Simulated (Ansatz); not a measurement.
# FeClO: the cost of one run

Method: DFT PBE+D3(BJ), plane waves, PAW, scalar-relativistic, no spin polarisation, in Ansatz 0.2.0.

**1. The structure to begin with**

The cell holds 24 atoms (Cl8Fe8O8): a = 6.600 Å, b = 7.500 Å, c = 7.650 Å, α = 90.00°, β = 90.00°, γ = 90.00°.

Structure file:

```xyz
24
Lattice="6.6000 0.0000 0.0000 0.0000 7.5000 0.0000 0.0000 0.0000 7.6500" Properties=species:S:1:pos:R:3 pbc="T T T"
Fe    1.6500    0.0000    0.7421
Fe    0.0000    1.8750    6.9080
Cl    0.0000    0.0000    2.3333
Cl    1.6500    1.8750    5.3167
O     0.0000    0.0000    7.0151
O     1.6500    1.8750    0.6350
Fe    1.6500    3.7500    0.7421
Fe    0.0000    5.6250    6.9080
Cl    0.0000    3.7500    2.3333
Cl    1.6500    5.6250    5.3167
O     0.0000    3.7500    7.0151
O     1.6500    5.6250    0.6350
Fe    4.9500    0.0000    0.7421
Fe    3.3000    1.8750    6.9080
Cl    3.3000    0.0000    2.3333
Cl    4.9500    1.8750    5.3167
O     3.3000    0.0000    7.0151
O     4.9500    1.8750    0.6350
Fe    4.9500    3.7500    0.7421
Fe    3.3000    5.6250    6.9080
Cl    3.3000    3.7500    2.3333
Cl    4.9500    5.6250    5.3167
O     3.3000    3.7500    7.0151
O     4.9500    5.6250    0.6350
```

**2. Run 1**

80 steps of 0.75 fs under a Langevin thermostat at 3500 K.

input.yaml reads:

```yaml
accuracy: low
crystal:
  lattice:
    - [6.6, 0.0, 0.0]
    - [0.0, 7.5, 0.0]
    - [0.0, 0.0, 7.65]
  atoms:
    - { symbol: Fe, position: [0.25, 0.0, 0.097] }
    - { symbol: Fe, position: [0.0, 0.25, 0.903] }
    - { symbol: Cl, position: [0.0, 0.0, 0.305] }
    - { symbol: Cl, position: [0.25, 0.25, 0.695] }
    - { symbol: O, position: [0.0, 0.0, 0.917] }
    - { symbol: O, position: [0.25, 0.25, 0.083] }
    - { symbol: Fe, position: [0.25, 0.5, 0.097] }
    - { symbol: Fe, position: [0.0, 0.75, 0.903] }
    - { symbol: Cl, position: [0.0, 0.5, 0.305] }
    - { symbol: Cl, position: [0.25, 0.75, 0.695] }
    - { symbol: O, position: [0.0, 0.5, 0.917] }
    - { symbol: O, position: [0.25, 0.75, 0.083] }
    - { symbol: Fe, position: [0.75, 0.0, 0.097] }
    - { symbol: Fe, position: [0.5, 0.25, 0.903] }
    - { symbol: Cl, position: [0.5, 0.0, 0.305] }
    - { symbol: Cl, position: [0.75, 0.25, 0.695] }
    - { symbol: O, position: [0.5, 0.0, 0.917] }
    - { symbol: O, position: [0.75, 0.25, 0.083] }
    - { symbol: Fe, position: [0.75, 0.5, 0.097] }
    - { symbol: Fe, position: [0.5, 0.75, 0.903] }
    - { symbol: Cl, position: [0.5, 0.5, 0.305] }
    - { symbol: Cl, position: [0.75, 0.75, 0.695] }
    - { symbol: O, position: [0.5, 0.5, 0.917] }
    - { symbol: O, position: [0.75, 0.75, 0.083] }
basis:
  ecutwfc: 420.0
kpoints:
  mp_grid: { grid: [2, 2, 2] }
hamiltonian:
  xc: pbe
  dispersion: d3bj
scf:
  occupations: { method: fermi_dirac, width: 0.3 }
  lower_state_search: "off"
md:
  timestep: 0.75
  n_steps: 80
  ensemble: nvt_langevin
  temperature: 3500.0
  initial_velocities: maxwell_boltzmann
  seed: 51065
  friction: 0.02
```

Command:

```
$ ansatz run input.yaml --threads 2 --pin off --max-ram 5120MiB --backend cpu --events-out ev --progress --plain --runs-dir out
```

Q: Estimate wall time and peak memory on 2 threads of Intel Xeon Platinum 8375C at 2.90GHz (Ice Lake), shared host.

About 12 min, with a peak of 1.4 GiB.
